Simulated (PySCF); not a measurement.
# C₇H₁₀: magnetic properties

What do calculations give for the magnetic properties of C₇H₁₀ (`C=C(C)C=C=CC`)?

Programs: PySCF 2.14.0, with routines of our own; each step states its level. All values are computed. Atoms count from 0.

### Step 1. The starting structure

17 atoms, charge 0, multiplicity 1; geometry from: GFN2-xTB.

### Step 2. Magnetic properties: GIAO B3LYP/pcSseg-1

Job settings and geometry (Å):

```
{"job": {"kind": "mag", "xc": "B3LYP", "basis": "pcSseg-1", "isotopologues": 2}, "charge": 0, "multiplicity": 1}
C     -2.550263    -0.980745    -1.034767
C     -1.528403    -0.421777    -0.390629
C     -1.611285     0.945975     0.216300
C     -0.258642    -1.124941    -0.246788
C      0.791196    -0.630220     0.351724
C      1.834865    -0.120936     0.926193
C      2.890462     0.674370     0.215180
H     -3.491207    -0.471244    -1.154487
H     -2.482760    -1.965552    -1.466134
H     -0.864918     1.601177    -0.231018
H     -2.597412     1.377899     0.068093
H     -1.403132     0.892202     1.284043
H     -0.212188    -2.122649    -0.667650
H      1.994017    -0.266583     1.988788
H      2.976788     1.664256     0.662189
H      3.856482     0.178820     0.308223
H      2.649400     0.781977    -0.839169
```

Method: GIAO B3LYP/pcSseg-1 magnetisability, rotational g tensor and spin-rotation constants, non-relativistic, gas phase.

Run with:

```sh
$ OMP_NUM_THREADS=1 python excited_run.py task.json out
```

The driver reads the jobs from task.json and runs them one after another.

What it wrote:

```text
coarse grid: 13808 points
cycle   1  E = -272.5508175754  dE =  7.807e-01  |g| = 4.679e-01  |ddm| = 3.917e+00
cycle   2  E = -272.5467481024  dE =  4.069e-03  |g| = 4.911e-01  |ddm| = 9.053e-01
cycle   3  E = -272.6121932844  dE = -6.545e-02  |g| = 3.453e-02  |ddm| = 4.840e-01
cycle   4  E = -272.6123011501  dE = -1.079e-04  |g| = 2.711e-02  |ddm| = 6.449e-02
cycle   5  E = -272.6124915116  dE = -1.904e-04  |g| = 9.605e-03  |ddm| = 3.730e-02
cycle   6  E = -272.6125138017  dE = -2.229e-05  |g| = 2.322e-03  |ddm| = 9.651e-03
cycle   7  E = -272.6125150113  dE = -1.210e-06  |g| = 4.456e-04  |ddm| = 2.050e-03
final grid: 132176 points
cycle   8  E = -272.6718324464  dE = -3.901e-05  |g| = 6.568e-03  |ddm| = 4.265e-02
cycle   9  E = -272.6718299341  dE =  2.512e-06  |g| = 7.289e-03  |ddm| = 1.199e-02
cycle  10  E = -272.6718436505  dE = -1.372e-05  |g| = 8.040e-04  |ddm| = 6.502e-03
cycle  11  E = -272.6718438065  dE = -1.560e-07  |g| = 2.281e-04  |ddm| = 8.800e-04
cycle  12  E = -272.6718438181  dE = -1.162e-08  |g| = 9.476e-05  |ddm| = 2.765e-04
cycle  13  E = -272.6718438201  dE = -2.051e-09  |g| = 2.751e-05  |ddm| = 8.820e-05
cycle  14  E = -272.6718438203  dE = -1.675e-10  |g| = 9.302e-06  |ddm| = 3.024e-05
converged SCF energy = -272.6718438203

Magnetisability tensor (1e-30 J/T^2)
    -1048.50      -38.40       85.25
      -38.40    -1065.82       74.14
       85.25       74.14    -1130.88
isotropic -1081.73   principal values   -1227.29  -1024.21   -993.69
isotropic susceptibility -65.143 1e-6 cm^3/mol

Inertial axes            a          b          c
rot. const./GHz      6.5578     1.2890     1.1610
chi total           -61.509    -61.860    -72.061
chi diamagnetic    -295.480  -1063.166  -1175.477
chi paramagnetic    233.970   1001.305   1103.417
quadrupole/D A        4.026     -0.047     -3.978
g nuclear            0.6678     0.5976     0.6008
g electronic        -0.7208    -0.6064    -0.6019
g total             -0.0530    -0.0088    -0.0011

Spin-rotation constants (kHz, H = +C I.J)
atom  isotope        aa         bb         cc
  7     1H        0.119     -0.042     -0.135
  8     1H       -0.618      0.104     -0.136
  9     1H       -0.338     -0.111     -0.056
 10     1H       -0.077     -0.075     -0.137
 11     1H       -0.587     -0.126      0.002
 12     1H       -0.605      0.112     -0.130
 13     1H       -0.512     -0.137      0.067
 14     1H       -0.617      0.019     -0.128
 15     1H       -0.103     -0.081     -0.128
 16     1H       -0.557     -0.151      0.013
  0    13C*       2.020      0.544      0.199
  1    13C*       2.583      0.662      0.165
  2    13C*       1.083      0.179      0.194
  3    13C*       1.813      0.500      0.202
  4    13C*       3.091      0.589      0.527
  5    13C*       1.645      0.197      0.460
  6    13C*       0.997      0.199      0.166
* in the singly substituted isotopologue

Isotopologues: g along a, b, c
2H    at 7,8,9,10,11,12    -0.0398    -0.0074    -0.0009
13C   at 0                 -0.0529    -0.0086    -0.0010
```

It took 42 s on 1 thread of Arm Neoverse N1, shared host; peak memory 0.78 GiB.

Key values:

| quantity | value |
| --- | --- |
| magnetisability | -1082·10⁻³⁰ J/T² |
| molar susceptibility | -65.1·10⁻⁶ cm³/mol |
| rotational g (a, b, c) | -0.0530, -0.0088, -0.0011 |

### Step 3. Magnetic properties: GIAO KT2/pcseg-1, grid 3

Settings changed since step 2:

```diff
@@ -1,2 +1,2 @@
-{"job": {"kind": "mag", "xc": "B3LYP", "basis": "pcSseg-1", "isotopologues": 2}, "charge": 0, "multiplicity": 1}
+{"job": {"kind": "mag", "xc": "KT2", "basis": "pcseg-1", "grid": 3, "scf": {"aux": "def2-universal-jkfit"}}, "charge": 0, "multiplicity": 1}
 C     -2.550263    -0.980745    -1.034767
```

Method: GIAO KT2/pcseg-1 magnetisability, rotational g tensor and spin-rotation constants, non-relativistic, gas phase.

What it wrote:

```text
final grid: 196912 points
cycle   1  E = -277.4169368813  dE =  6.725e-01  |g| = 5.158e-01  |ddm| = 4.449e+00
cycle   2  E = -277.3687082937  dE =  4.823e-02  |g| = 6.633e-01  |ddm| = 1.339e+00
cycle   3  E = -277.4966722728  dE = -1.280e-01  |g| = 5.882e-02  |ddm| = 8.231e-01
cycle   4  E = -277.4971408891  dE = -4.686e-04  |g| = 4.332e-02  |ddm| = 1.361e-01
cycle   5  E = -277.4976835102  dE = -5.426e-04  |g| = 1.267e-02  |ddm| = 6.991e-02
cycle   6  E = -277.4977222475  dE = -3.874e-05  |g| = 4.353e-03  |ddm| = 1.681e-02
cycle   7  E = -277.4977262738  dE = -4.026e-06  |g| = 1.979e-03  |ddm| = 6.171e-03
cycle   8  E = -277.4977274227  dE = -1.149e-06  |g| = 3.111e-04  |ddm| = 2.867e-03
cycle   9  E = -277.4977274394  dE = -1.674e-08  |g| = 1.911e-04  |ddm| = 5.467e-04
cycle  10  E = -277.4977274492  dE = -9.799e-09  |g| = 4.231e-05  |ddm| = 2.417e-04
cycle  11  E = -277.4977274495  dE = -3.054e-10  |g| = 2.653e-05  |ddm| = 7.993e-05
converged SCF energy = -277.4977274495

Magnetisability tensor (1e-30 J/T^2)
    -1046.48      -37.01       85.09
      -37.01    -1065.67       71.46
       85.09       71.46    -1122.90
isotropic -1078.35   principal values   -1219.69  -1025.39   -989.96
isotropic susceptibility -64.940 1e-6 cm^3/mol

Inertial axes            a          b          c
rot. const./GHz      6.5578     1.2890     1.1610
chi total           -61.362    -61.926    -71.532
chi diamagnetic    -295.293  -1062.395  -1174.395
chi paramagnetic    233.932   1000.468   1102.863
quadrupole/D A        4.864     -0.202     -4.662
g nuclear            0.6678     0.5976     0.6008
g electronic        -0.7207    -0.6058    -0.6016
g total             -0.0529    -0.0083    -0.0008

Spin-rotation constants (kHz, H = +C I.J)
atom  isotope        aa         bb         cc
  7     1H        0.117     -0.043     -0.135
  8     1H       -0.607      0.101     -0.136
  9     1H       -0.327     -0.112     -0.055
 10     1H       -0.066     -0.076     -0.138
 11     1H       -0.577     -0.126      0.003
 12     1H       -0.599      0.110     -0.130
 13     1H       -0.508     -0.136      0.066
 14     1H       -0.616      0.021     -0.127
 15     1H       -0.100     -0.080     -0.127
 16     1H       -0.553     -0.152      0.014
  0    13C*       1.852      0.474      0.176
  1    13C*       2.364      0.579      0.151
  2    13C*       0.948      0.154      0.173
  3    13C*       1.660      0.436      0.181
  4    13C*       2.831      0.513      0.455
  5    13C*       1.513      0.173      0.399
  6    13C*       0.870      0.176      0.142
* in the singly substituted isotopologue
```

Run time: 52 s. Hardware: 1 thread of Arm Neoverse N1, shared host; peak memory 0.54 GiB.

Key values:

| quantity | value |
| --- | --- |
| magnetisability | -1078·10⁻³⁰ J/T² |
| molar susceptibility | -64.9·10⁻⁶ cm³/mol |
| rotational g (a, b, c) | -0.0529, -0.0083, -0.0008 |

### Step 4. The levels compared

| level | ξ (10⁻³⁰ J/T²) | g(a) | g(b) | gap (eV) | functions | time |
| --- | --- | --- | --- | --- | --- | --- |
| GIAO B3LYP/pcSseg-1 | -1082 | -0.0530 | -0.0088 | 5.62 | 169 | 42 s |
| GIAO KT2/pcseg-1, grid 3 | -1078 | -0.0529 | -0.0083 | 4.12 | 148 | 52 s |

### Step 5. Outcome

```
                                            quantity                      value
       magnetisability (step 2, GIAO B3LYP/pcSseg-1)           -1082·10⁻³⁰ J/T²
  molar susceptibility (step 2, GIAO B3LYP/pcSseg-1)         -65.1·10⁻⁶ cm³/mol
rotational g (a, b, c) (step 2, GIAO B3LYP/pcSseg-1)  -0.0530, -0.0088, -0.0011
                     magnetisability over the levels  -1082 to -1078·10⁻³⁰ J/T²
```

In words: The magnetisability spreads by 0.3 % over 2 levels of like cost. Two levels can agree by chance, so this spread shows no convergence. Vibrational averaging and real surroundings are missing from these values.
